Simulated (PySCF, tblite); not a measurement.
# C₇H₈O₂Si: geometry, infrared bands and NMR shifts

Wanted: the infrared bands and NMR shifts of C₇H₈O₂Si (`C=CCC1=CC(=O)[SiH2]C1=O`), by calculation.

Computed with tblite 0.8.0 and PySCF 2.14.0, with density-fitted response routines of our own, on a single molecule in the gas phase. Atoms count from 0, in the outputs and in this text.

## 1. The starting structure

18 atoms, charge 0, multiplicity 1; geometry from: force field or distance geometry start.

Bonds of the start (Å): C0–C1 1.35, C1–C2 1.51, C2–C3 1.51, C3–C4 1.33, C4–C5 1.48, C5–O6 1.22, C5–Si7 1.88, Si7–C8 1.89, C8–O9 1.22, C8–C3 1.50, C0–H10 1.08, C0–H11 1.09, C1–H12 1.07, C2–H13 1.09, C2–H14 1.08, C4–H15 1.08, Si7–H16 1.50, Si7–H17 1.51.

## 2. Optimising the geometry with GFN2-xTB

What the job is given:

```
{"job": {"kind": "relax", "xc": "GFN2-xTB", "basis": "xTB"}, "charge": 0, "multiplicity": 1}
C      3.144900     0.825500    -0.352800
C      2.165100    -0.013300    -0.742100
C      1.243800    -0.722500     0.218600
C     -0.197000    -0.269900     0.103100
C     -0.721400     0.728700    -0.606000
C     -2.187200     0.928400    -0.514000
O     -2.837100     1.780400    -1.091400
Si    -2.923000    -0.335000     0.665400
C     -1.187500    -1.043700     0.917300
O     -0.974500    -1.988400     1.653500
H      3.786300     1.290900    -1.087100
H      3.299900     1.072700     0.693900
H      2.050400    -0.239900    -1.781700
H      1.576100    -0.581200     1.247600
H      1.294100    -1.785300     0.007300
H     -0.159500     1.399000    -1.239300
H     -3.516700     0.261100     1.901300
H     -3.865700    -1.301600    -0.005500
```

The run is started by

```bash
> OMP_NUM_THREADS=1 python probes_run.py task.json out
```

One launch serves the whole session: the jobs run in the order shown.

**Question.** This job is followed by: GFN2-xTB harmonic vibrations, gas phase; GIAO PBE0/pcSseg-1 NMR shielding, non-relativistic, gas phase. Predict these results of the whole session: strongest single infrared mode (GFN2-xTB); zero-point energy (GFN2-xTB); 13C shifts against TMS (PBE0/pcSseg-1); 1H shifts against TMS (PBE0/pcSseg-1, means over atoms taken as alike); 17O shifts against H2O (PBE0/pcSseg-1); 29Si shifts against TMS (PBE0/pcSseg-1); surface potential, 1st and 99th percentile.

**Answer**, as computed:

| quantity | value |
| --- | --- |
| strongest single infrared mode (GFN2-xTB) | 1703 cm⁻¹, 628 km/mol |
| zero-point energy (GFN2-xTB) | 78.2 kcal/mol |
| 13C shifts against TMS (PBE0/pcSseg-1) | 241.7, 236.4, 171.3, 152.7, 143.7, 126.6, 34.2 ppm |
| 1H shifts against TMS (PBE0/pcSseg-1, means over atoms taken as alike) | 6.99, 6.01, 5.64, 5.64, 4.08, 3.30 ppm |
| 17O shifts against H2O (PBE0/pcSseg-1) | 889.1, 870.6 ppm |
| 29Si shifts against TMS (PBE0/pcSseg-1) | -96.6 ppm |
| surface potential, 1st and 99th percentile | -1.46 V and 1.34 V |

What this shows: Relaxing lowered the energy by 0.235 eV in 95 steps; the close pair that moved most is Si7–H17, from 1.508 to 1.455 Å. No mode is imaginary among the 48: a minimum at this level. The strongest single mode, at 1703 cm⁻¹, moves mainly C5, C8 and O6. Unscaled tight-binding wavenumbers are off by several per cent, some by more. Its intensities can rank the bands wrongly. H15 (hydrogen on a β carbon of a C=C–C=O unit) lies farthest downfield among hydrogen, at 6.99 ppm; attached to an sp2 carbon and in the plane of the double bond. By nearest atom (PBE0/pcSseg-1), the HOMO sits on O6 30 %; O9 22 % and the LUMO on C3, C4, C8 about 17 % each; O6, O9 about 14 % each.
